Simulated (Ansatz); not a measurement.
# B5W2: the cost of one run

Method: DFT PBE, scalar-relativistic, plane waves, PAW, in Ansatz 0.2.0.

2 further runs of the same task are left out: 1 that didn't finish, 1 set aside as unsound or not needed.

### Step 1. Starting point

It takes space group P3m1 (No. 156, trigonal). The conventional cell has a = 3.095 Å, b = 3.095 Å, c = 27.740 Å, α = 90.00°, β = 90.00°, γ = 120.00°. Around B (site symmetry 3m) lie 6 B at 1.80 to 2.00 Å and 1 W at 2.44 Å. Around B (site symmetry 3m) lie 3 B at 1.80 Å. Around B (site symmetry 3m) lie 6 B at 2.00 to 2.08 Å and 3 W at 2.36 Å. W (site symmetry 3m) has 10 B at 2.36 to 2.44 Å as nearest neighbours. B (site symmetry 3m) is surrounded by 3 B at 1.79 Å and 6 W at 2.35 to 2.37 Å. W (site symmetry 3m) is surrounded by 9 B at 2.35 to 2.38 Å. Around B (site symmetry 3m) lie 6 B at 1.91 to 1.99 Å and 1 W at 2.36 Å. Only part of the 14 independent sites is listed.

Coordinates:

```cif
data_structure
_symmetry_space_group_name_H-M 'P3m1'
_symmetry_Int_Tables_number 156
_cell_length_a 3.0951
_cell_length_b 3.0951
_cell_length_c 27.7399
_cell_angle_alpha 90.000
_cell_angle_beta 90.000
_cell_angle_gamma 120.000
_cell_volume 230.13
loop_
_atom_site_label
_atom_site_type_symbol
_atom_site_symmetry_multiplicity
_atom_site_Wyckoff_symbol
_atom_site_fract_x
_atom_site_fract_y
_atom_site_fract_z
_atom_site_occupancy
B1 B 1 c 0.66667 0.33333 0.26293 1
B2 B 1 b 0.33333 0.66667 0.25677 1
B3 B 1 a 0.00000 0.00000 0.29530 1
W1 W 1 c 0.66667 0.33333 0.35104 1
B4 B 1 a 0.00000 0.00000 0.40738 1
B5 B 1 b 0.33333 0.66667 0.40730 1
W2 W 1 c 0.66667 0.33333 0.46247 1
B6 B 1 b 0.33333 0.66667 0.54272 1
B7 B 1 a 0.00000 0.00000 0.51892 1
B8 B 1 c 0.66667 0.33333 0.57390 1
W3 W 1 b 0.33333 0.66667 0.62792 1
B9 B 1 c 0.66667 0.33333 0.68529 1
B10 B 1 a 0.00000 0.00000 0.68613 1
W4 W 1 b 0.33333 0.66667 0.73620 1
```

Miller indices refer to the conventional cell of the relaxed bulk, R-3m (No. 166): a = 3.095 Å, b = 3.095 Å, c = 21.400 Å, α = 90.00°, β = 90.00°, γ = 120.00°.

As cut, it was a (001) slab, 12.7 Å thick as cut, with 15 Å of vacuum; its outer planes are W (top) and B (bottom); it was relaxed in an earlier run.

### Step 2. Bands of the relaxed slab

The cell repeats along c, and a dipole correction in the vacuum removes the field between the copies.

Input file input.yaml:

```yaml
crystal:
  lattice:
    - [3.0950834875, 0.0, 0.0]
    - [-1.5475417438, 2.680420927, 0.0]
    - [0.0, 0.0, 27.7398726999]
  atoms:
    - { symbol: B, position: [0.6666666667, 0.3333333333, 0.2629292299] }
    - { symbol: B, position: [0.3333333333, 0.6666666667, 0.2567733215] }
    - { symbol: B, position: [0.0, 0.0, 0.2953028839] }
    - { symbol: W, position: [0.6666666667, 0.3333333333, 0.3510447498] }
    - { symbol: B, position: [0.0, 0.0, 0.4073822276] }
    - { symbol: B, position: [0.3333333333, 0.6666666667, 0.4072953253] }
    - { symbol: W, position: [0.6666666667, 0.3333333333, 0.4624713794] }
    - { symbol: B, position: [0.3333333333, 0.6666666667, 0.5427192053] }
    - { symbol: B, position: [0.0, 0.0, 0.5189177585] }
    - { symbol: B, position: [0.6666666667, 0.3333333333, 0.5738951672] }
    - { symbol: W, position: [0.3333333333, 0.6666666667, 0.6279168881] }
    - { symbol: B, position: [0.6666666667, 0.3333333333, 0.6852935632] }
    - { symbol: B, position: [0.0, 0.0, 0.6861278935] }
    - { symbol: W, position: [0.3333333333, 0.6666666667, 0.7361979719] }
basis:
  ecutwfc: 420
kpoints:
  mp_grid: { grid: [12, 12, 1] }
  band_path:
    path:
      - [0.5, 0, 0]
      - [0, 0, 0]
      - [0.3333333333333, 0.3333333333333, 0]
      - [0.5, 0, 0]
    npoints: 12
hamiltonian:
  xc: pbe
scf:
  occupations: { method: gaussian, width: 0.1 }
  n_extra_bands: 34
output:
  forces: true
  eigenvalues: true
  populations: true
  fatbands: true
  write_density: true
  write_potential: true
  elf: true
  volumetric_format: npy
efield:
  axis: 3
  dipole_correction: true
  ramp_width: 0.04
```

Started as:

```
$ ansatz run input.yaml --threads 2 --pin off --max-ram 5632MiB --backend cpu --events-out ev --progress --plain --runs-dir out
```

**Question.** How long does this run take on 2 threads of Arm Neoverse V1, shared host, and how much memory does it need?

About 84 s, with a peak of 0.8 GiB.
